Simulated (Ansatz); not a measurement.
# CH6Si + N2: molecular dynamics, part 2 of 2

Aim: follow the two partners and see whether they stay together, part or react. The start is relaxed first. Runs: 40 steps of 3 fs under a Langevin thermostat at 700 K; 98 steps of 0.5 fs under a Langevin thermostat, set from 1000 K to 10 K by a schedule; 100 steps of 1 fs under a Nosé-Hoover thermostat at 500 K. SMILES of the start: N#N.C[SiH3].

Ansatz 0.2.0; RKS revPBE-D4/6-31G. The steps go on from the part before.

## (9) Frames from the trajectory

Extended XYZ, with forces in eV/Å:

```xyz
10
time_fs=6.0 T=721 dE=0.2817
N    -0.090    0.639   -3.425    0.963    1.403    2.573
N    -0.442    0.135   -4.350   -0.973   -1.400   -2.572
C     0.180   -0.340    1.960   -0.378    2.357    0.017
Si    0.035    0.087    0.113    0.504   -0.302   -1.173
H    -0.639   -1.015    2.174    0.211   -0.972    0.598
H    -0.114    0.633    2.459    0.115   -0.536   -0.134
H     1.210   -0.494    2.288   -0.047   -0.912    0.162
H     0.124   -1.140   -0.841    0.201    0.391    0.412
H     1.032    1.170   -0.327   -0.129   -0.295    0.103
H    -1.331    0.612   -0.168   -0.466    0.266    0.012
10
time_fs=12.0 T=726 dE=0.4561
N    -0.062    0.700   -3.420   -1.858   -2.728   -4.569
N    -0.451    0.125   -4.380    1.848    2.732    4.563
C     0.295   -0.328    1.947   -1.127   -1.056    0.919
Si    0.015    0.073    0.137   -2.206   -0.359   -1.056
H    -0.488   -1.060    2.349    0.924    0.524   -0.567
H     0.008    0.622    2.397    0.312    0.462    0.707
H     1.297   -0.654    2.257    0.008    0.099   -0.048
H    -0.088   -1.071   -0.873    0.232   -0.013    0.255
H     0.966    1.055   -0.381    0.624    0.662   -0.261
H    -1.487    0.693    0.067    1.244   -0.323    0.056
10
time_fs=18.5 T=717 dE=0.4732
N    -0.063    0.707   -3.495    2.512    3.695    5.773
N    -0.439    0.159   -4.352   -2.533   -3.699   -5.783
C     0.434   -0.329    1.953    0.080    1.649    1.475
Si   -0.021    0.058    0.159    0.589    0.769   -0.853
H    -0.195   -1.068    2.429   -1.011   -0.380    0.073
H     0.277    0.678    2.552    0.464   -1.713   -0.922
H     1.419   -0.736    2.160    0.849    0.282   -0.199
H    -0.214   -1.095   -0.795    0.062   -0.245    0.063
H     1.011    1.043   -0.564   -0.726   -0.637    0.658
H    -1.356    0.719    0.329   -0.286    0.280   -0.286
10
time_fs=24.5 T=855 dE=0.3608
N    -0.039    0.760   -3.505   -1.435   -2.052   -3.012
N    -0.462    0.146   -4.403    1.419    2.047    3.002
C     0.560   -0.347    1.995    1.013   -2.098   -0.820
Si   -0.041    0.050    0.177   -0.702   -0.870    1.412
H    -0.109   -1.117    2.492    0.599    0.791   -0.404
H     0.633    0.546    2.552   -0.580    1.595    1.005
H     1.635   -0.693    2.040   -0.749   -0.360   -0.278
H    -0.345   -1.188   -0.644   -0.099   -0.022    0.100
H     0.874    0.840   -0.615    0.836    0.809   -0.528
H    -1.292    0.811    0.533   -0.301    0.158   -0.477
10
time_fs=30.5 T=818 dE=0.2683
N    -0.039    0.785   -3.565   -0.053   -0.046   -0.082
N    -0.472    0.175   -4.416    0.035    0.042    0.069
C     0.695   -0.376    2.048    0.608    1.981   -0.734
Si   -0.055    0.031    0.213    0.015    0.758    1.535
H     0.034   -1.072    2.557   -0.199   -0.297    0.274
H     0.836    0.600    2.680   -0.376   -1.499   -1.058
H     1.695   -0.801    1.866    0.016   -0.226    0.356
H    -0.503   -1.250   -0.431   -0.098   -0.139   -0.175
H     0.925    0.780   -0.717   -0.291   -0.246    0.373
H    -1.270    0.936    0.586    0.343   -0.327   -0.558
10
time_fs=37.0 T=792 dE=0.3302
N    -0.034    0.820   -3.623    0.298    0.458    0.571
N    -0.479    0.187   -4.442   -0.314   -0.458   -0.577
C     0.845   -0.383    2.073   -1.510   -2.302   -2.506
Si   -0.057    0.020    0.263    1.262   -0.914    0.755
H     0.171   -1.080    2.621   -0.004    0.312   -0.122
H     0.965    0.495    2.625    0.736    1.673    1.022
H     1.733   -0.989    1.821    0.292    0.541    0.303
H    -0.647   -1.330   -0.266    0.282    0.652    0.076
H     0.949    0.654   -0.752   -0.415   -0.406    0.440
H    -1.143    0.995    0.469   -0.627    0.445    0.039
10
time_fs=43.0 T=745 dE=0.3901
N    -0.021    0.877   -3.665   -1.795   -2.554   -3.001
N    -0.504    0.186   -4.478    1.787    2.552    3.014
C     0.955   -0.413    2.056   -0.701    0.263   -0.447
Si   -0.044    0.004    0.309   -0.197   -0.110    2.047
H     0.228   -1.043    2.636    0.436    0.541    0.022
H     1.248    0.533    2.627   -0.300   -1.123   -0.618
H     1.842   -1.072    1.845   -0.430    0.645   -0.005
H    -0.717   -1.269   -0.119   -0.145   -0.192   -0.117
H     0.907    0.400   -0.694    0.957    0.392   -1.082
H    -1.121    1.122    0.378    0.388   -0.415    0.187
10
time_fs=49.0 T=615 dE=0.4742
N    -0.029    0.900   -3.746    2.679    3.827    4.099
N    -0.501    0.231   -4.466   -2.688   -3.824   -4.090
C     1.036   -0.438    2.020   -0.536    0.708   -0.640
Si   -0.022   -0.011    0.368    1.970   -0.195   -0.810
H     0.348   -0.936    2.699   -0.145   -0.335    0.438
H     1.492    0.411    2.530   -0.362    0.801    0.121
H     1.917   -1.046    1.835    0.041   -0.799   -0.610
H    -0.802   -1.252   -0.015   -0.051   -0.080    0.020
H     1.041    0.246   -0.869   -1.006   -0.187    1.141
H    -1.007    1.140    0.332    0.098    0.084    0.332
```

On run 2: The set-point goes from 1000 to 10 K in 49 fs, and the last tenth of the run averages 691 K. Such a rate, of order 10^16 K/s, is far beyond any furnace or quench, and the atoms lag the set-point. No bond forms or breaks. The partners' closest contact goes from 3.22 to 3.14 Å; so short a run doesn't show whether they stay bound.

## (10) Run 3

100 steps of 1 fs under a Nosé-Hoover thermostat at 500 K, from the relaxed start.

Input file input.yaml:

```yaml
crystal:
  periodic: [false, false, false]
  atoms:
    - { symbol: "N", position_ang: [-0.071314, 0.610486, -3.403987] }
    - { symbol: "N", position_ang: [-0.456664, 0.130364, -4.353914] }
    - { symbol: C, position_ang: [0.063397, -0.316393, 1.964981] }
    - { symbol: Si, position_ang: [0.069133, 0.108151, 0.084134] }
    - { symbol: H, position_ang: [-0.663304, -1.118304, 2.177864] }
    - { symbol: H, position_ang: [-0.211694, 0.570695, 2.559913] }
    - { symbol: H, position_ang: [1.062149, -0.656122, 2.286846] }
    - { symbol: H, position_ang: [0.445987, -1.110959, -0.736092] }
    - { symbol: H, position_ang: [1.065805, 1.209698, -0.216002] }
    - { symbol: H, position_ang: [-1.303494, 0.572284, -0.363644] }
basis:
  gaussian: { orbitals: "6-31G" }
hamiltonian:
  xc: revpbe
  dispersion: d4
md:
  timestep: 1.0
  n_steps: 100
  ensemble: nvt_nose_hoover
  temperature: 500.0
  initial_velocities: maxwell_boltzmann
  seed: 956657
```

Launch:

```
$ ansatz run input.yaml --threads 1 --pin off --max-ram 2048MiB --backend cpu --events-out ev --progress --plain --runs-dir out
```

What it wrote, cut to the lines that bear on the results:

```text
Warning: RAYON_NUM_THREADS=1 ignored (pool sized by the plan → 1); use --threads N
[...]
Functional definition: revPBE
[...]
776 factors; integrals over basis functions are off by at most 1.7e-4 eV
[...]
mean field -11987.39327535 eV, -440.5285775222 hartree, gradient 2.0e-5 eV, S^2 0.000000; 0 other end points of the search recorded, 0 dependent functions left out
[...]
reference -11987.39331132 eV, -440.5285788439 hartree; 20, 20 occupied and 32, 32 virtual orbitals, 776 factors
md step     0: t =     0.00 fs  T =   500.0 K  F+E_penalty+E_count = -11987.79035653 eV  E_kin = 0.517040 eV  conserved = -11987.27331653 eV  (24 SCF iters)
[...]
md step    12: t =    12.00 fs  T =   267.7 K  F+E_penalty+E_count = -11987.54472487 eV  E_kin = 0.276806 eV  conserved = -11987.26904212 eV  (23 SCF iters, 3 dispersion substeps)
[...]
md step    24: t =    24.00 fs  T =   309.8 K  F+E_penalty+E_count = -11987.58244822 eV  E_kin = 0.320385 eV  conserved = -11987.26874962 eV  (24 SCF iters, 3 dispersion substeps)
[...]
md step    36: t =    36.00 fs  T =   415.0 K  F+E_penalty+E_count = -11987.68504637 eV  E_kin = 0.429180 eV  conserved = -11987.27097524 eV  (23 SCF iters, 3 dispersion substeps)
[...]
md step    48: t =    48.00 fs  T =   218.2 K  F+E_penalty+E_count = -11987.46887854 eV  E_kin = 0.225624 eV  conserved = -11987.27003264 eV  (24 SCF iters, 3 dispersion substeps)
md step    49: t =    49.00 fs  T =   229.9 K  F+E_penalty+E_count = -11987.47920049 eV  E_kin = 0.237747 eV  conserved = -11987.26914889 eV  (24 SCF iters, 3 dispersion substeps)
```

## (11) The output, continued: dynamics from the start

Output, continued, cut to the lines that bear on the results:

```text
md step    50: t =    50.00 fs  T =   246.6 K  F+E_penalty+E_count = -11987.49449406 eV  E_kin = 0.255008 eV  conserved = -11987.26818733 eV  (23 SCF iters, 3 dispersion substeps)
[...]
md step    62: t =    62.00 fs  T =   290.5 K  F+E_penalty+E_count = -11987.52029519 eV  E_kin = 0.300354 eV  conserved = -11987.26804123 eV  (25 SCF iters, 3 dispersion substeps)
[...]
md step    74: t =    74.00 fs  T =   412.5 K  F+E_penalty+E_count = -11987.62710986 eV  E_kin = 0.426567 eV  conserved = -11987.27082606 eV  (24 SCF iters, 3 dispersion substeps)
[...]
md step    86: t =    86.00 fs  T =   256.6 K  F+E_penalty+E_count = -11987.43888204 eV  E_kin = 0.265341 eV  conserved = -11987.26891014 eV  (23 SCF iters, 3 dispersion substeps)
[...]
Atom 0 at     0.064533     0.281149    -3.749099 Å, force     2.011835     0.821010     2.666685 eV/Å
Atom 1 at    -0.576192     0.024902    -4.615934 Å, force    -2.011213    -0.809401    -2.697300 eV/Å
Atom 2 at     0.096156    -0.871523     1.767058 Å, force     0.278054     1.773560     0.546405 eV/Å
Atom 3 at     0.042308     0.569866     0.459069 Å, force     0.792597    -0.651424    -0.313363 eV/Å
Atom 4 at    -0.727272    -1.523789     1.550352 Å, force    -0.561801    -0.882231    -0.023246 eV/Å
Atom 5 at    -0.022568    -0.425829     2.789173 Å, force    -0.038435    -0.354113    -0.440296 eV/Å
Atom 6 at     1.073348    -1.352618     1.724856 Å, force     0.175205    -0.398432    -0.079348 eV/Å
Atom 7 at     0.290976     0.006944    -0.914564 Å, force     0.168182    -0.261027    -0.164912 eV/Å
Atom 8 at     1.269509     1.486345     0.658273 Å, force    -0.688350     0.163785     0.117626 eV/Å
Atom 9 at    -1.358243     1.068534     0.249316 Å, force    -0.126075     0.598274     0.387749 eV/Å
Dipole moment:    -0.015947    -0.049151     0.140143 e Å
```

Wall time 3.1 min (1 thread of Arm Neoverse V1, shared host); peak memory 0.1 GiB.

## (12) What the atoms did

One step in 8; energies are changes from step 0:

| time (fs) | T (K) | potential energy change (meV/atom) | conserved energy change (meV/atom) | closest contact of the partners (Å) |
| --- | --- | --- | --- | --- |
| 0.0 | 500 | 0.0 | 0.00 | 3.22 |
| 8.0 | 233 | 28.1 | 0.48 | 3.20 |
| 16.0 | 371 | 13.7 | 0.15 | 3.02 |
| 24.0 | 310 | 20.8 | 0.46 | 2.82 |
| 32.0 | 300 | 22.2 | 0.30 | 2.81 |
| 40.0 | 329 | 20.2 | 0.53 | 3.00 |
| 48.0 | 218 | 32.1 | 0.33 | 3.04 |
| 56.0 | 334 | 21.5 | 0.57 | 2.86 |
| 64.0 | 284 | 27.9 | 0.37 | 2.67 |
| 72.0 | 340 | 23.6 | 0.54 | 2.64 |
| 80.0 | 313 | 28.1 | 0.27 | 2.73 |
| 88.0 | 349 | 26.1 | 0.44 | 2.77 |
| 96.0 | 427 | 20.4 | 0.26 | 2.83 |
| 100.0 | 337 | 31.3 | 0.58 | 2.86 |

time (fs), T (K) and a bar:
```
      0.0        500 ##############################
      4.0        323 #############
      9.0        234 ####
     13.0        288 #########
     17.0        352 ################
     22.0        366 #################
     26.0        275 ########
     30.0        251 ######
     35.0        366 #################
     39.0        382 ###################
     43.0        272 ########
     48.0        218 ###
     52.0        325 #############
     57.0        342 ###############
     61.0        315 ############
     65.0        281 #########
     70.0        317 ############
     74.0        413 ######################
     78.0        353 ################
     83.0        189 
     87.0        302 ###########
     91.0        440 ########################
     96.0        427 #######################
    100.0        337 ##############
```

## (13) Snapshots as a file

Extended XYZ, with forces in eV/Å:

```xyz
10
time_fs=12.0 T=268 dE=0.2456
N    -0.058    0.556   -3.439    1.075    1.145    2.482
N    -0.467    0.126   -4.378   -1.076   -1.133   -2.478
C     0.063   -0.387    1.942    0.460    0.675    0.406
Si    0.061    0.156    0.111   -0.377    0.461    0.184
H    -0.557   -1.235    2.171   -0.644   -0.727    0.076
H    -0.230    0.451    2.619    0.146   -0.277   -0.359
H     1.103   -0.671    2.173    0.081    0.010    0.190
H     0.481   -1.020   -0.782   -0.246    0.430    0.025
H     0.998    1.319    0.096    0.689    0.076   -0.289
H    -1.200    0.965   -0.218   -0.108   -0.660   -0.239
10
time_fs=25.0 T=289 dE=0.2296
N    -0.041    0.503   -3.468    1.091    1.025    2.312
N    -0.481    0.116   -4.413   -1.096   -0.981   -2.346
C     0.078   -0.494    1.947    0.053    1.633    0.102
Si    0.054    0.247    0.153    0.102   -0.690   -0.606
H    -0.558   -1.350    2.062   -0.573   -0.782    0.143
H    -0.267    0.330    2.636    0.081   -0.590   -0.318
H     1.107   -0.729    2.246    0.181   -0.183   -0.087
H     0.335   -0.745   -0.987    0.050   -0.142    0.452
H     1.265    1.156    0.086   -0.297    0.422   -0.081
H    -1.318    0.763   -0.326    0.407    0.288    0.429
10
time_fs=38.0 T=431 dE=0.0907
N    -0.021    0.457   -3.497    0.362    0.316    0.720
N    -0.498    0.103   -4.453   -0.367   -0.285   -0.733
C     0.076   -0.567    1.944   -0.378   -0.552   -0.594
Si    0.063    0.313    0.183   -0.012    0.093    0.344
H    -0.565   -1.495    1.889    0.357    0.651   -0.085
H    -0.354    0.078    2.721    0.183    0.116    0.153
H     1.096   -0.907    2.201   -0.070    0.222    0.112
H     0.275   -0.783   -0.834   -0.003    0.005   -0.143
H     1.145    1.401   -0.046   -0.315   -0.404    0.223
H    -1.299    0.983   -0.057    0.242   -0.161    0.004
10
time_fs=50.0 T=247 dE=0.2959
N     0.000    0.419   -3.522   -1.018   -0.614   -1.915
N    -0.517    0.088   -4.495    1.013    0.640    1.908
C     0.070   -0.619    1.907    0.313   -0.939   -0.856
Si    0.067    0.358    0.227    0.166    0.579    0.815
H    -0.587   -1.516    1.641    0.696    0.759    0.677
H    -0.309   -0.089    2.771   -0.445    0.358    0.338
H     1.100   -0.956    2.161   -0.339   -0.169   -0.149
H     0.220   -0.755   -0.753    0.001    0.024   -0.565
H     1.018    1.547    0.015    0.220   -0.529    0.089
H    -1.222    1.112    0.194   -0.607   -0.109   -0.342
10
time_fs=62.0 T=290 dE=0.2701
N     0.016    0.382   -3.559   -1.225   -0.626   -2.263
N    -0.532    0.075   -4.527    1.226    0.669    2.197
C     0.092   -0.668    1.852   -0.467   -1.841    0.097
Si    0.058    0.415    0.291   -0.243   -0.905   -1.001
H    -0.589   -1.584    1.736    0.609    0.980   -0.132
H    -0.335   -0.118    2.688    0.119    0.292    0.535
H     1.089   -1.096    2.111   -0.282    0.472   -0.067
H     0.141   -0.418   -0.990    0.177   -0.116    0.293
H     1.240    1.325    0.195    0.006    0.537    0.129
H    -1.344    0.955    0.115    0.080    0.539    0.211
10
time_fs=75.0 T=426 dE=0.1512
N     0.032    0.344   -3.614   -0.543   -0.228   -0.992
N    -0.546    0.060   -4.557    0.540    0.257    0.911
C     0.092   -0.757    1.837    0.195    0.740    0.350
Si    0.044    0.455    0.325   -0.408    0.152   -0.201
H    -0.598   -1.612    1.726    0.246    0.027    0.173
H    -0.159   -0.145    2.744   -0.184   -0.434   -0.390
H     1.153   -1.050    1.994   -0.379   -0.354   -0.202
H     0.272   -0.210   -1.041   -0.103    0.075    0.433
H     1.169    1.423    0.569    0.194    0.219   -0.090
H    -1.257    1.315    0.264    0.442   -0.454    0.008
10
time_fs=88.0 T=349 dE=0.2605
N     0.048    0.311   -3.681    0.706    0.332    0.997
N    -0.561    0.043   -4.586   -0.711   -0.316   -1.042
C     0.094   -0.810    1.821    0.262    0.850    0.418
Si    0.037    0.507    0.370    0.041    0.413    0.871
H    -0.570   -1.647    1.706   -0.936   -0.578   -0.253
H    -0.102   -0.347    2.835    0.296   -0.248   -0.884
H     1.097   -1.262    1.789    0.299    0.190    0.233
H     0.386   -0.148   -0.967   -0.240    0.244    0.232
H     1.081    1.548    0.769    0.252   -0.206   -0.260
H    -1.181    1.465    0.411    0.030   -0.680   -0.312
10
time_fs=100.0 T=337 dE=0.3130
N     0.065    0.281   -3.749    2.012    0.821    2.667
N    -0.576    0.025   -4.616   -2.011   -0.809   -2.697
C     0.096   -0.872    1.767    0.278    1.774    0.546
Si    0.042    0.570    0.459    0.793   -0.651   -0.313
H    -0.727   -1.524    1.550   -0.562   -0.882   -0.023
H    -0.023   -0.426    2.789   -0.038   -0.354   -0.440
H     1.073   -1.353    1.725    0.175   -0.398   -0.079
H     0.291    0.007   -0.915    0.168   -0.261   -0.165
H     1.270    1.486    0.658   -0.688    0.164    0.118
H    -1.358    1.069    0.249   -0.126    0.598    0.388
```

Reading of run 3. Against a set 500 K the second half averages 335 K with a spread of 64 K; 25 meV/atom has gone into potential energy, and a thermostat that acts over some 100 fs has not made it up in 100 fs. The conserved energy strays from its start by at most 0.68 meV/atom, 2.0 % of the mean kinetic energy, fair for a step of 1 fs. The bonds all hold. The partners' closest contact goes from 3.22 to 2.86 Å; so short a run doesn't show whether they stay bound.

## (14) What came out

This closing draws on all 2 parts.

| quantity | value |
| --- | --- |
| relaxation of the start | 17 moves, 0.193 eV lower |
| run 1: length | 40 steps of 3 fs |
| run 1: temperature, first and last step | 630 and 2837 K |
| run 1: temperature, second half | mean 18793 K, from 2545 to 76788 K |
| run 1: potential energy, second half | +1542 meV/atom from this run's first step |
| run 1: bonds formed or broken | 3 |
| run 2: length | 98 steps of 0.5 fs |
| run 2: temperature, first and last step | 900 and 615 K |
| run 2: temperature, second half | mean 745 K, from 615 to 878 K |
| run 2: potential energy, second half | +40 meV/atom from this run's first step |
| run 2: bonds formed or broken | 0 |
| run 3: length | 100 steps of 1 fs |
| run 3: temperature, first and last step | 500 and 337 K |
| run 3: temperature, second half | mean 335 K, from 188 to 440 K |
| run 3: potential energy, second half | +25 meV/atom from this run's first step |
| run 3: largest change of the conserved energy | 0.68 meV/atom |
| run 3: bonds formed or broken | 0 |

Mean temperatures of the second halves: none that means anything (unstable run), 745 K, 335 K. Bonds changed in run 1 (an artefact of the unstable or too long step). In the last run: the partners' closest contact goes from 3.22 to 2.86 Å; so short a run doesn't show whether they stay bound. 100 fs on 10 atoms is far too short and small for converged averages. The nuclei move classically, without zero-point motion, which matters most for hydrogen. The basis is very small, so the numbers are rough.
